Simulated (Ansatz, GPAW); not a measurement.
FeBrCl: PBE in single-zeta orbitals, run from Python

These are simulated results from GPAW 26.7.0, not measurements. The cell was built from a prototype and was relaxed with r2SCAN in plane waves (Ansatz 0.2.0). It may be hypothetical. It is a single sheet, repeated along a and b, with vacuum along c. All runs are without spin polarisation, and a magnetic state may lie lower.

In-plane lattice: a = 3.404 Å, b = 3.404 Å, γ = 120.0°; thickness between the outer nuclei 2.97 Å. Around Fe lie 3 Br at 2.37 Å and 3 Cl at 2.57 Å; around Cl lie 3 Fe at 2.57 Å; around Br lie 3 Fe at 2.37 Å.

The basis is minimal: single zeta, one radial function for each shell that the log's basis lists. It describes the filled bands fairly and the empty ones poorly.

run.py reads:

```python
import json
from ase import Atoms
from gpaw import GPAW, PW, FermiDirac

atoms = Atoms(['Fe', 'Cl', 'Br'],
              cell=[[3.40424, 0.0, 0.0], [-1.70212, 2.948158, -0.0], [0.0, -0.0, 29.954494]],
              scaled_positions=[[0.333333, 0.666667, 0.296789], [0.666667, 0.333333, 0.351812], [0.666667, 0.333333, 0.252766]],
              pbc=True)
calc = GPAW(mode='lcao', basis='sz(dzp)', h=0.2, xc='PBE', kpts={'size': (6, 6, 1), 'gamma': True},
            occupations=FermiDirac(0.02), maxiter=100, legacy_gpaw=True, txt='gpaw.txt')
atoms.calc = calc
res = {'energy': atoms.get_potential_energy(force_consistent=True)}
res['electrons'] = calc.get_number_of_electrons()
res['k'] = calc.get_ibz_k_points().tolist()
res['levels'] = [calc.get_eigenvalues(kpt=i).tolist() for i in range(len(res['k']))]
points = [[0.0, 0.0, 0.0], [0.5, 0.0, 0.0], [0.333333, 0.333333, 0.0], [0.166667, 0.166667, 0.0]]
bands = calc.fixed_density(kpts=points, symmetry='off', txt='bands.txt')
res['points'] = [bands.get_eigenvalues(kpt=i).tolist() for i in range(len(points))]
json.dump(res, open('results.json', 'w'))
print('free energy (eV):', round(res['energy'], 5))
```

Command: `python run.py`. It took 6.4 s on 1 thread of Intel(R) Xeon(R) Platinum 8488C (Sapphire Rapids), on a shared host, peak memory 0.21 GiB.

The log gpaw.txt, trimmed of paths, versions and times, then the last line on the terminal. An iter line gives the energy in eV and the logarithms of the changes of orbitals (plane waves alone) and density (c: converged):

```
___ ___ ___ _ _ _
 |   |   |_  | | | |

 | | | | | . | | | |

 |__ |  _|___|_____|  26.7.0
 |___|_|

Input parameters:
  basis: sz(dzp)
  h: 0.2
  kpts: {gamma: True,
         size: (6, 6, 1)}
  maxiter: 100
  mode: lcao
  occupations: {fixmagmom: False,
                name: fermi-dirac,
                width: 0.02}
  xc: PBE

System changes: positions, numbers, cell, pbc, initial_charges, initial_magmoms

Initialize ...

species:
  Fe:
    name:    Iron
    Z:       26.0
    valence: 8
    core:    18
    charge:  0.0  # [|e|]
    compensation charges:
      type: gauss
      rc: 0.33  # [Å]
      lmax: 2
    cutoffs:
      filter: 2.06  # [Å]
      core: 2.67  # [Å]
    projectors
    | kind |    occ | energy [eV] | rcut [Å] |

    |------|--------|-------------|----------|

    |   4s |  2.000 |      -5.291 |    1.164 |

    |   4p |  0.000 |      -1.326 |    1.058 |

    |   3d |  6.000 |      -7.505 |    1.058 |

    |    s |        |      21.920 |    1.164 |

    |    p |        |      25.885 |    1.058 |

    |    d |        |      19.706 |    1.058 |

    LCAO basis set for Fe:
      Name: sz(dzp)
      Number of radial functions: 2
      Number of spherical harmonics: 6
        l=0, rc=8.9688 Bohr: 4s-sz confined orbital
        l=2, rc=5.1719 Bohr: 3d-sz confined orbital
      Number of RI-basis functions 0

  Cl:
    name:    Chlorine
    Z:       17.0
    valence: 7
    core:    10
    charge:  0.0  # [|e|]
    compensation charges:
      type: gauss
      rc: 0.25  # [Å]
      lmax: 2
    cutoffs:
      filter: 1.40  # [Å]
      core: 1.49  # [Å]
    projectors
    | kind |    occ | energy [eV] | rcut [Å] |

    |------|--------|-------------|----------|

    |   3s |  2.000 |     -20.689 |    0.794 |

    |   3p |  5.000 |      -8.594 |    0.794 |

    |    s |        |       6.523 |    0.794 |

    |    p |        |      18.617 |    0.794 |

    |    d |        |       0.000 |    0.794 |

    LCAO basis set for Cl:
      Name: sz(dzp)
      Number of radial functions: 2
      Number of spherical harmonics: 4
        l=0, rc=5.1719 Bohr: 3s-sz confined orbital
        l=1, rc=6.2656 Bohr: 3p-sz confined orbital
      Number of RI-basis functions 0

  Br:
    name:    Bromine
    Z:       35.0
    valence: 7
    core:    28
    charge:  0.0  # [|e|]
    compensation charges:
      type: gauss
      rc: 0.35  # [Å]
      lmax: 2
    cutoffs:
      filter: 1.98  # [Å]
      core: 2.38  # [Å]
    projectors
    | kind |    occ | energy [eV] | rcut [Å] |

    |------|--------|-------------|----------|

    |   4s |  2.000 |     -20.121 |    1.111 |

    |   4p |  5.000 |      -7.861 |    1.111 |

    |    s |        |       7.091 |    1.111 |

    |    p |        |      19.351 |    1.111 |

    |    d |        |       0.000 |    1.111 |

    LCAO basis set for Br:
      Name: sz(dzp)
      Number of radial functions: 2
      Number of spherical harmonics: 4
        l=0, rc=5.3594 Bohr: 4s-sz confined orbital
        l=1, rc=6.8125 Bohr: 4p-sz confined orbital
      Number of RI-basis functions 0

Reference energy: -118076.651725  # eV

Spin-paired calculation

Convergence criteria:
 Maximum [total energy] change in last 3 cyles: 0.0005 eV / valence electron
 Maximum integral of absolute [dens]ity change: 0.0001 electrons / valence electron
 Maximum integral of absolute [eigenst]ate change: 4e-08 eV^2 / valence electron
 Maximum number of scf [iter]ations: 100
 (Square brackets indicate name in SCF output, whereas a 'c' in
 the SCF output indicates the quantity has converged.)

Symmetries present (total): 1

  ( 1  0  0)
  ( 0  1  0)
  ( 0  0  1)

36 k-points: 6 x 6 x 1 Monkhorst-Pack grid + [1/12,1/12,0.000000]
20 k-points in the irreducible part of the Brillouin zone
       k-points in crystal coordinates                weights
   0:     0.00000000    0.00000000    0.00000000          1/36
   1:     0.00000000    0.16666667    0.00000000          2/36
   2:     0.00000000    0.33333333    0.00000000          2/36
   3:     0.00000000    0.50000000    0.00000000          1/36
   4:     0.16666667   -0.33333333    0.00000000          2/36
   5:     0.16666667   -0.16666667    0.00000000          2/36
   6:     0.16666667    0.00000000    0.00000000          2/36
   7:     0.16666667    0.16666667    0.00000000          2/36
   8:     0.16666667    0.33333333    0.00000000          2/36
   9:     0.16666667    0.50000000    0.00000000          2/36
          ...
  19:     0.50000000    0.50000000    0.00000000          1/36

Wave functions: LCAO
  Diagonalizer: Serial LAPACK
  Atomic Correction: dense with blas
  Data-type: complex

Occupation numbers: Fermi-Dirac:
  width: 0.0200  # eV

Eigensolver
   LCAO using direct dense diagonalizer

Densities:
  Coarse grid: 16*16*148 grid
  Fine grid: 32*32*296 grid
  Total Charge: 0.000000

Density mixing:
  Method: separate
  Backend: msr1
  Linear mixing parameter: 0.05
  old densities: 10
  Width of damping distribution: 1.1
  Damping of long wavelength oscillations: 20

Hamiltonian:
  XC and Coulomb potentials evaluated on a 32*32*296 grid
  Using the PBE Exchange-Correlation functional
  Interpolation: tri-quintic (5. degree polynomial)
  Poisson solver: FastPoissonSolver using
    Stencil: 8*3+1=25 point O(h^6) finite-difference Laplacian
    FFT axes: [np.int64(0), np.int64(1), np.int64(2)]
    FST axes: []

XC parameters: PBE with 2 nearest neighbor stencil

Memory estimate:
  Process memory now: 145.32 MiB
  Calculator: 29.19 MiB
    Density: 21.45 MiB
      Arrays: 7.52 MiB
      Localized functions: 8.15 MiB
      Mixer: 5.78 MiB
    Hamiltonian: 5.53 MiB
      Arrays: 4.91 MiB
      XC: 0.00 MiB
      Poisson: 0.00 MiB
      vbar: 0.62 MiB
    Wavefunctions: 2.22 MiB
      C [qnM]: 0.06 MiB
      S, T [2 x qmm]: 0.12 MiB
      P [aqMi]: 0.01 MiB
      BasisFunctions: 2.02 MiB
      Eigensolver: 0.00 MiB

Total number of cores used: 1

Number of atoms: 3
Number of atomic orbitals: 14
Number of bands in calculation: 14
Number of valence electrons: 22
Bands to converge: occupied
Positions:
   0 Fe    -0.000002    1.965440    8.890164    ( 0.0000,  0.0000,  0.0000)
   1 Cl     1.702122    0.982718   10.538350    ( 0.0000,  0.0000,  0.0000)
   2 Br     1.702122    0.982718    7.571478    ( 0.0000,  0.0000,  0.0000)

Unit cell:
           periodic     x           y           z      points  spacing
  1. axis:    yes    3.404240    0.000000    0.000000    16     0.1843
  2. axis:    yes   -1.702120    2.948158   -0.000000    16     0.1843
  3. axis:    yes    0.000000   -0.000000   29.954494   148     0.2024

  Lengths:   3.404240   3.404240  29.954494
  Angles:   90.000000  90.000000 120.000003

Effective grid spacing dv^(1/3) = 0.1995

iter:   1   -10.462845        c
iter:   2    -8.660279        c -1.03
iter:   3    -7.518790        c -1.17
iter:   4    -6.771232        c -1.27
iter:   5    -6.718640        c -1.43
iter:   6    -6.634043        c -1.76
iter:   7    -6.555621        c -1.88
iter:   8    -6.522900        c -2.13
iter:   9    -6.520320        c -2.53
iter:  10    -6.517287c       c -2.66
iter:  11    -6.517013c       c -3.11
iter:  12    -6.516697c       c -3.23
iter:  13    -6.516693c       c -4.36c

Converged after 13 iterations.

Energy contributions relative to reference atoms: (reference = -118076.651725)

Kinetic:       +183.173017
Potential:     -158.211080
External:        +0.000000
XC:             -31.701275
Entropy (-ST):   -0.001061
Local:           +0.223175
SIC:             +0.000000
--------------------------
Free energy:     -6.517224
Extrapolated:    -6.516693

Showing only first 2 kpts
 Kpt  Band  Eigenvalues  Occupancy
  0     9     -1.89692    2.00000
  0    10     -1.89495    2.00000
  0    11     -1.26869    0.00001
  0    12     -1.26773    0.00001

  1     9     -1.89579    2.00000
  1    10     -1.81286    2.00000
  1    11     -1.37103    0.00249
  1    12     -1.32888    0.00030

Fermi level: -1.50474

Gap: 0.146 eV
Transition (v -> c):
  (s=0, k=14, n=10, [0.33, 0.33, 0.00]) -> (s=0, k=7, n=11, [0.17, 0.17, 0.00])
Direct/indirect transitions are different
Direct gap: 0.327 eV
Transition at: (s=0, k=14, n=10, [0.33, 0.33, 0.00])

free energy (eV): -6.51722
```

The gap in the log is over the mesh alone; results.json adds the listed points. PBE in single-zeta orbitals gives a gap of 0.15 eV. On the same cell, plane-wave PBE (Ansatz, 12×12×1 k points and the special points) gives a level spacing of 0.03 eV, too small to call a gap and r2SCAN a gap of 0.66 eV; on shared hosts these took about 12 and 28 core-seconds on the 3-atom cell, against 6.4 for the script. Semilocal gaps usually lie below measured ones.

Spin-orbit coupling is left out.
